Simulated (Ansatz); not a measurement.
# TiClO, relaxed

Wanted: the geometry at rest of TiClO (a database structure at a slightly changed volume), relaxing cell and atoms at 20 GPa, and its electronic structure there.

Method: DFT, r2SCAN, with U_eff = 2.61 eV on Ti d, collinear spin, plane waves, PAW, in Ansatz 0.2.0.

## 1. Geometry

The structure is orthorhombic, space group Pmmn (No. 59). The conventional cell has a = 3.375 Å, b = 3.802 Å, c = 8.078 Å, α = 90.00°, β = 90.00°, γ = 90.00°. O (site symmetry mm2) has 4 Ti at 1.97 to 2.20 Å as nearest neighbours. Cl (site symmetry mm2) is surrounded by 2 Ti at 2.41 Å. Ti (site symmetry mm2) is surrounded by 4 O at 1.97 to 2.20 Å and 2 Cl at 2.41 Å.

Structure file:

```
CELL_PARAMETERS angstrom
3.80151 0.00000 0.00000
0.00000 3.37477 0.00000
0.00000 0.00000 8.07796
ATOMIC_POSITIONS crystal
O 0.75000 0.75000 0.94460
O 0.25000 0.25000 0.05540
Cl 0.25000 0.25000 0.66804
Cl 0.75000 0.75000 0.33196
Ti 0.25000 0.75000 0.88068
Ti 0.75000 0.25000 0.11932
```

The first density is read from a saved solution for the starting cell.

## 2. The walk to rest

Contents of input.yaml:

```yaml
crystal:
  lattice:
    - [3.80151047, 0.0, 0.0]
    - [0.0, 3.37476933, 0.0]
    - [0.0, 0.0, 8.07795871]
  atoms:
    - { symbol: O, position: [0.75, 0.75, 0.9446] }
    - { symbol: O, position: [0.25, 0.25, 0.0554] }
    - { symbol: Cl, position: [0.25, 0.25, 0.66804] }
    - { symbol: Cl, position: [0.75, 0.75, 0.33196] }
    - { symbol: Ti, position: [0.25, 0.75, 0.88068] }
    - { symbol: Ti, position: [0.75, 0.25, 0.11932] }
kpoints:
  mp_grid: { grid: [6, 6, 3], shift: [0, 0, 0] }
magnetization:
  spin_polarized: true
scf:
  occupations: { method: fermi_dirac }
  lower_state_search: "off"
hamiltonian:
  pseudopotentials: { kind: paw }
  xc: r2scan
  hubbard:
    projectors: all-electron-ortho-atomic
    sites: [{ species: Ti, l: d, u_eff: 2.61 }]
basis:
  ecutwfc: 500
  fft_grid_basis: typed
relax:
  max_steps: 60
  cell: { p_target: 20.0 }
  f_tol: 0.03
output:
  forces: true
  stress: true
  eigenvalues: true
  bader: true
  populations: true
  elf: true
  write_potential: true
  volumetric_format: npy
  dos:
    e_range: [-12, 8]
    de: 0.05
    projected: { site_lists: { Cl: [Cl], O: [O], Ti: [Ti] } }
checkpoint:
  read: saved_state
```

On the command line:

```console
ansatz run input.yaml --threads 2 --pin off --max-ram 4096MiB --backend cpu --events-out ev --progress --plain --runs-dir out
```

The log of the run:

```text
Warning: RAYON_NUM_THREADS=2 ignored (pool sized by the plan → 2); use --threads N
O: projections on atomic orbitals take those of the free atom [He] 2s2 2p4, of charge +0.00 (hamiltonian.pseudopotentials.projection_atoms); the dataset's partial waves leave at most 1.9e-8 of an orbital's norm unspanned inside its sphere
Cl: projections on atomic orbitals take those of the free atom [Ne] 3s2 3p5, of charge +0.00 (hamiltonian.pseudopotentials.projection_atoms); the dataset's partial waves leave at most 2.1e-7 of an orbital's norm unspanned inside its sphere
Ti: projections on atomic orbitals take those of the free atom [Ne] 3s2 3p6 3d2 4s2, of charge +0.00 (hamiltonian.pseudopotentials.projection_atoms); the dataset's partial waves leave at most 4.1e-7 of an orbital's norm unspanned inside its sphere
band count auto-derived: 33 (N_el = 50.0; filled up to band 25; 31 by the electrons, moments and atoms)
Engine: ansatz 0.2.0, aarch64-unknown-linux-gnu
Pseudopotentials: kind: paw
Pseudopotential: O, paw, valence charge 6, recommended cutoff 500 eV (meta_gga), O.paw.azcp
Pseudopotential: Cl, paw, valence charge 7, recommended cutoff 500 eV (meta_gga), Cl.paw.azcp
Pseudopotential: Ti, paw, valence charge 12, recommended cutoff 500 eV (meta_gga), Ti.paw.azcp
Functional definition: r2SCAN
  parameter k0 = 0.174
  parameter k1 = 0.065
  parameter a1 = 4.9479
  exchange = r2scan_x(k0 = k0, k1 = k1, a1 = a1)
  correlation = r2scan_c
Crystal: 6 atoms, lattice volume = 103.634 Å³
Basis set: ecut = 500 eV, 2633 PW (Γ), exchange–correlation on 120×100×240 points (64 copies of the dense FFT grid, shifted against one another)
Bands: 33, of which v1, the nominal top of the filled ones, is band 25 counted from 1 (24 counted from 0)
Symmetry: 8 space group operations
Space group: Pmmn (ITA 59), of the structure as read, at distance tolerance 4.7e-5 Å
k-points: 32 of 108
Non-local potential: O, projectors of the file, l = 0: 2, l = 1: 2, l = 2: 1
Non-local potential: Cl, projectors of the file, l = 0: 2, l = 1: 2, l = 2: 2
Non-local potential: Ti, projectors of the file, l = 0: 3, l = 1: 2, l = 2: 3, l = 3: 1
PAW form: soft (Blöchl's): semilocal exchange-correlation on the pseudo side does not see the compensation charge
PAW frozen core: O, regenerated for the run's functional (the file was generated under x = pbe(κ = 0.804, μ = 0.2195149727645171), c = pbe(β = 0.06672455060314922))
PAW frozen core: Cl, regenerated for the run's functional (the file was generated under x = pbe(κ = 0.804, μ = 0.2195149727645171), c = pbe(β = 0.06672455060314922))
PAW frozen core: Ti, regenerated for the run's functional (the file was generated under x = pbe(κ = 0.804, μ = 0.2195149727645171), c = pbe(β = 0.06672455060314922))
PAW one-centre angular grid: O, 302 points (default); XC on 160 Gauss nodes
PAW one-centre angular grid: Cl, 302 points (default); XC on 160 Gauss nodes
PAW one-centre angular grid: Ti, 590 points (default); XC on 160 Gauss nodes
Initial density: read from a saved state, or passed on in memory by an earlier SCF of this step, an earlier step, the calling program or the single point that the run made first
Initial wavefunctions: pseudopotential atomic-orbital guess
Functional: x = r2scan, c = r2scan; τ floored in thin density (d = 2e-4 eV/Å³)
iter 1 solved again at ethr=4.38e-6 eV; its pass at ethr=3.10e-3 eV (dr2=2.19e-3 eV) is discarded
SCF iter   1: F=-8320.454441 eV  HF=-8320.303960 eV  |F-HF|=1.50e-1  |Δ(HF+E_count)|=         —  Δρ=4.95e-3 (↑4.95e-3 ↓1.56e-3)  dr2=2.05e-3  dr2_τ=4.64e-3  dr2_m=7.12e-3  M=2.000 μB ∫|m|=2.148 μB  β_m=0.30  ethr=4.38e-6  ⟨swp⟩=2.3  Hψ=13131  notcnv=0
preconditioner: auto → Resta (q_TF=auto, 2.416 Å⁻¹)  ε∞=4.9  [insulator: Δε(μ)=2.118 eV  Ē_g=10.800 eV  σ=0.100 eV  W_gap=1.00  n_scr=22 (ndim 8)  ℏωp=21.3 eV  f_vac=0.106  D(μ)=0.00/eV (n_scr^D=0)  ε∞_Penn≈4.9]
spin=Collinear: Resta preconditioning applied to the charge; magnetization (m = ρ↑ − ρ↓) channel mixes plain (no charge-response kernel on spin).
SCF iter   2: F=-8320.465416 eV  HF=-8320.396384 eV  |F-HF|=6.90e-2  |Δ(HF+E_count)|=   9.24e-2  Δρ=3.57e-3 (↑3.57e-3 ↓1.13e-3)  dr2=9.31e-4  dr2_τ=3.15e-3  dr2_m=3.70e-3  M=2.000 μB ∫|m|=2.144 μB  β_m=0.65  ethr=4.09e-6  ⟨swp⟩=2.5  Hψ=4794  notcnv=0
SCF iter   3: F=-8320.468469 eV  HF=-8320.468109 eV  |F-HF|=3.60e-4  |Δ(HF+E_count)|=   7.17e-2  Δρ=3.83e-4 (↑3.83e-4 ↓2.14e-4)  dr2=3.10e-4  dr2_τ=2.98e-5  dr2_m=2.61e-5  M=2.000 μB ∫|m|=2.143 μB  β_m=0.58  ethr=1.86e-6  ⟨swp⟩=2.6  Hψ=4530  notcnv=0
SCF iter   4: F=-8320.468600 eV  HF=-8320.468565 eV  |F-HF|=3.49e-5  |Δ(HF+E_count)|=   4.56e-4  Δρ=1.75e-4 (↑1.75e-4 ↓6.38e-5)  dr2=8.51e-5  dr2_τ=2.19e-6  dr2_m=8.55e-6  M=2.000 μB ∫|m|=2.143 μB  β_m=0.57  ethr=6.20e-7  ⟨swp⟩=2.0  Hψ=3296  notcnv=0
SCF iter   5: F=-8320.468625 eV  HF=-8320.468613 eV  |F-HF|=1.19e-5  |Δ(HF+E_count)|=   4.79e-5  Δρ=1.27e-4 (↑1.27e-4 ↓4.99e-5)  dr2=4.67e-5  dr2_τ=9.00e-7  dr2_m=4.55e-6  M=2.000 μB ∫|m|=2.142 μB  β_m=0.78  ethr=1.70e-7  ⟨swp⟩=1.5  Hψ=2362  notcnv=0
SCF iter   6: F=-8320.468643 eV  HF=-8320.468641 eV  |F-HF|=1.91e-6  |Δ(HF+E_count)|=   2.82e-5  Δρ=5.06e-5 (↑5.06e-5 ↓2.20e-5)  dr2=8.62e-6  dr2_τ=1.44e-7  dr2_m=7.28e-7  M=2.000 μB ∫|m|=2.142 μB  β_m=0.89  ethr=9.34e-8  ⟨swp⟩=2.1  Hψ=2834  notcnv=0
SCF iter   7: F=-8320.468646 eV  HF=-8320.468646 eV  |F-HF|=2.06e-7  |Δ(HF+E_count)|=   4.79e-6  Δρ=1.53e-5 (↑1.53e-5 ↓6.65e-6)  dr2=9.48e-7  dr2_τ=1.25e-8  dr2_m=6.50e-8  M=2.000 μB ∫|m|=2.142 μB  β_m=0.89  ethr=1.72e-8  ⟨swp⟩=2.0  Hψ=2968  notcnv=0
SCF iter   8: F=-8320.468646 eV  HF=-8320.468646 eV  |F-HF|=1.11e-7  |Δ(HF+E_count)|=   4.56e-7  Δρ=8.21e-6 (↑8.21e-6 ↓3.33e-6)  dr2=1.94e-7  dr2_τ=3.82e-9  dr2_m=1.73e-8  M=2.000 μB ∫|m|=2.142 μB  β_m=0.92  ethr=1.90e-9  ⟨swp⟩=2.0  Hψ=2679  notcnv=0
SCF iter   9: F=-8320.468646 eV  HF=-8320.468646 eV  |F-HF|=9.68e-9  |Δ(HF+E_count)|=   1.77e-7  Δρ=2.53e-6 (↑2.53e-6 ↓1.03e-6)  dr2=1.70e-8  dr2_τ=2.85e-10  dr2_m=1.85e-9  M=2.000 μB ∫|m|=2.142 μB  ethr=2.00e-10  ⟨swp⟩=8.4  Hψ=11512  notcnv=0
SCF 1 converged in 9 iterations: F = -8320.468646 eV  dr2 = 1.70e-8
relax step   1: F+E_penalty+E_count = -8320.46864644 eV  Δ(F+E_penalty+E_count) = +0.000e0 eV  max|allowed force component| = 1.935e-1 eV/Å  Δτ_max = 0.0000 Å  P = +2.172 GPa  Ω = 103.634 Å³  (9 SCF iters, dr2 threshold 1.00e-7 eV, accepted)
Crystal: 6 atoms, lattice volume = 92.965 Å³
Basis set: ecut = 500 eV, 2363 PW (Γ), exchange–correlation on 120×100×240 points (64 copies of the dense FFT grid, shifted against one another)
Initial density: handed on by an earlier stage of this run
Initial wavefunctions: those handed on with the density
iter 1 solved again at ethr=8.52e-4 eV; its pass at ethr=3.10e-3 eV (dr2=4.26e-1 eV) is discarded
SCF iter   1: F=-8319.794369 eV  HF=-8320.055926 eV  |F-HF|=2.62e-1  |Δ(HF+E_count)|=         —  Δρ=1.02e-2 (↑1.02e-2 ↓5.87e-3)  dr2=4.30e-1  dr2_τ=1.87e-1  dr2_m=1.99e-2  M=2.000 μB ∫|m|=2.120 μB  β_m=0.30  ethr=8.52e-4  ⟨swp⟩=1.1  Hψ=11873  notcnv=0
preconditioner: auto → Resta (q_TF=auto, 2.460 Å⁻¹)  ε∞=5.1  [insulator: Δε(μ)=1.846 eV  Ē_g=11.102 eV  σ=0.100 eV  W_gap=1.00  n_scr=22 (ndim 8)  ℏωp=22.5 eV  f_vac=0.036  D(μ)=0.00/eV (n_scr^D=0)  ε∞_Penn≈5.1]
spin=Collinear: Resta preconditioning applied to the charge; magnetization (m = ρ↑ − ρ↓) channel mixes plain (no charge-response kernel on spin).
SCF iter   2: F=-8319.989953 eV  HF=-8320.110035 eV  |F-HF|=1.20e-1  |Δ(HF+E_count)|=   5.41e-2  Δρ=7.18e-3 (↑7.18e-3 ↓3.65e-3)  dr2=1.79e-1  dr2_τ=1.27e-3  dr2_m=1.07e-2  M=2.000 μB ∫|m|=2.112 μB  β_m=0.55  ethr=8.52e-4  ⟨swp⟩=2.5  Hψ=3987  notcnv=0
SCF iter   3: F=-8320.098379 eV  HF=-8320.099953 eV  |F-HF|=1.57e-3  |Δ(HF+E_count)|=   1.01e-2  Δρ=2.00e-3 (↑2.00e-3 ↓1.43e-3)  dr2=9.34e-3  dr2_τ=2.82e-4  dr2_m=5.29e-4  M=2.000 μB ∫|m|=2.115 μB  β_m=0.65  ethr=3.57e-4  ⟨swp⟩=2.2  Hψ=3946  notcnv=0  defer=32
SCF iter   4: F=-8320.100265 eV  HF=-8320.101501 eV  |F-HF|=1.24e-3  |Δ(HF+E_count)|=   1.55e-3  Δρ=9.22e-4 (↑9.22e-4 ↓7.18e-4)  dr2=2.70e-3  dr2_τ=9.74e-5  dr2_m=5.86e-5  M=2.000 μB ∫|m|=2.117 μB  β_m=0.64  ethr=1.87e-5  ⟨swp⟩=2.0  Hψ=3450  notcnv=0  defer=32
SCF iter   5: F=-8320.101443 eV  HF=-8320.101397 eV  |F-HF|=4.62e-5  |Δ(HF+E_count)|=   1.03e-4  Δρ=2.77e-4 (↑2.77e-4 ↓2.61e-4)  dr2=2.81e-4  dr2_τ=1.13e-5  dr2_m=4.28e-6  M=2.000 μB ∫|m|=2.118 μB  β_m=0.68  ethr=5.40e-6  ⟨swp⟩=2.0  Hψ=3423  notcnv=0  defer=32
SCF iter   6: F=-8320.101504 eV  HF=-8320.101482 eV  |F-HF|=2.19e-5  |Δ(HF+E_count)|=   8.53e-5  Δρ=1.20e-4 (↑1.20e-4 ↓9.25e-5)  dr2=2.45e-5  dr2_τ=5.35e-7  dr2_m=2.24e-6  M=2.000 μB ∫|m|=2.119 μB  β_m=0.84  ethr=5.61e-7  ⟨swp⟩=2.1  Hψ=2969  notcnv=0  defer=32
SCF iter   7: F=-8320.101509 eV  HF=-8320.101509 eV  |F-HF|=5.04e-7  |Δ(HF+E_count)|=   2.65e-5  Δρ=2.01e-5 (↑2.01e-5 ↓1.59e-5)  dr2=8.35e-7  dr2_τ=2.48e-8  dr2_m=7.14e-8  M=2.000 μB ∫|m|=2.119 μB  β_m=0.92  ethr=4.90e-8  ⟨swp⟩=2.0  Hψ=3040  notcnv=0  defer=32
SCF iter   8: F=-8320.101510 eV  HF=-8320.101510 eV  |F-HF|=3.22e-8  |Δ(HF+E_count)|=   8.26e-7  Δρ=7.17e-6 (↑7.17e-6 ↓4.37e-6)  dr2=7.86e-8  dr2_τ=2.19e-9  dr2_m=8.53e-9  M=2.000 μB ∫|m|=2.119 μB  ethr=1.20e-9  ⟨swp⟩=12.0  Hψ=14620  notcnv=0
the search or the solves at the SCF's close seem to have found levels that the self-consistency loop had missed (the run counts 1). By its estimate they hold under 1e-12 electrons; where the run keeps them, the occupations were computed again with them
SCF 2 converged in 8 iterations: F = -8320.101510 eV  dr2 = 7.86e-8
relax step   2: F+E_penalty+E_count = -8320.10150968 eV  Δ(F+E_penalty+E_count) = +3.671e-1 eV  max|allowed force component| = 5.777e-1 eV/Å  Δτ_max = 0.1094 Å  P = +12.652 GPa  Ω = 92.965 Å³  energy of the carried Pulay correction = +4.162e-3 eV  (8 SCF iters, dr2 threshold 6.00e-7 eV, accepted)
Crystal: 6 atoms, lattice volume = 86.454 Å³
Basis set: ecut = 500 eV, 2157 PW (Γ), exchange–correlation on 120×100×240 points (64 copies of the dense FFT grid, shifted against one another)
iter 1 solved again at ethr=3.74e-4 eV; its pass at ethr=3.10e-3 eV (dr2=1.87e-1 eV) is discarded
SCF iter   1: F=-8319.546348 eV  HF=-8319.654641 eV  |F-HF|=1.08e-1  |Δ(HF+E_count)|=         —  Δρ=9.70e-3 (↑9.70e-3 ↓5.15e-3)  dr2=1.86e-1  dr2_τ=1.89e-1  dr2_m=2.05e-2  M=2.000 μB ∫|m|=2.108 μB  β_m=0.30  ethr=3.74e-4  ⟨swp⟩=1.4  Hψ=11889  notcnv=0
preconditioner: auto → Resta (q_TF=auto, 2.490 Å⁻¹)  ε∞=5.2  [insulator: Δε(μ)=1.833 eV  Ē_g=11.375 eV  σ=0.100 eV  W_gap=1.00  n_scr=20 (ndim 8)  ℏωp=23.3 eV  f_vac=0.015  D(μ)=0.00/eV (n_scr^D=0)  ε∞_Penn≈5.2]
spin=Collinear: Resta preconditioning applied to the charge; magnetization (m = ρ↑ − ρ↓) channel mixes plain (no charge-response kernel on spin).
SCF iter   2: F=-8319.631934 eV  HF=-8319.665540 eV  |F-HF|=3.36e-2  |Δ(HF+E_count)|=   1.09e-2  Δρ=7.26e-3 (↑7.26e-3 ↓3.54e-3)  dr2=8.84e-2  dr2_τ=1.12e-3  dr2_m=1.14e-2  M=2.000 μB ∫|m|=2.106 μB  β_m=0.63  ethr=3.72e-4  ⟨swp⟩=2.0  Hψ=4129  notcnv=0
SCF iter   3: F=-8319.682308 eV  HF=-8319.681362 eV  |F-HF|=9.45e-4  |Δ(HF+E_count)|=   1.58e-2  Δρ=1.36e-3 (↑1.36e-3 ↓1.08e-3)  dr2=3.25e-3  dr2_τ=1.95e-4  dr2_m=2.20e-4  M=2.000 μB ∫|m|=2.110 μB  β_m=0.69  ethr=1.77e-4  ⟨swp⟩=2.0  Hψ=3939  notcnv=0
SCF iter   4: F=-8319.683084 eV  HF=-8319.683122 eV  |F-HF|=3.81e-5  |Δ(HF+E_count)|=   1.76e-3  Δρ=5.42e-4 (↑5.42e-4 ↓4.22e-4)  dr2=6.81e-4  dr2_τ=1.93e-5  dr2_m=3.22e-5  M=2.000 μB ∫|m|=2.111 μB  β_m=0.77  ethr=6.49e-6  ⟨swp⟩=2.0  Hψ=3838  notcnv=0  defer=1
```

[end of part 1 of 2]
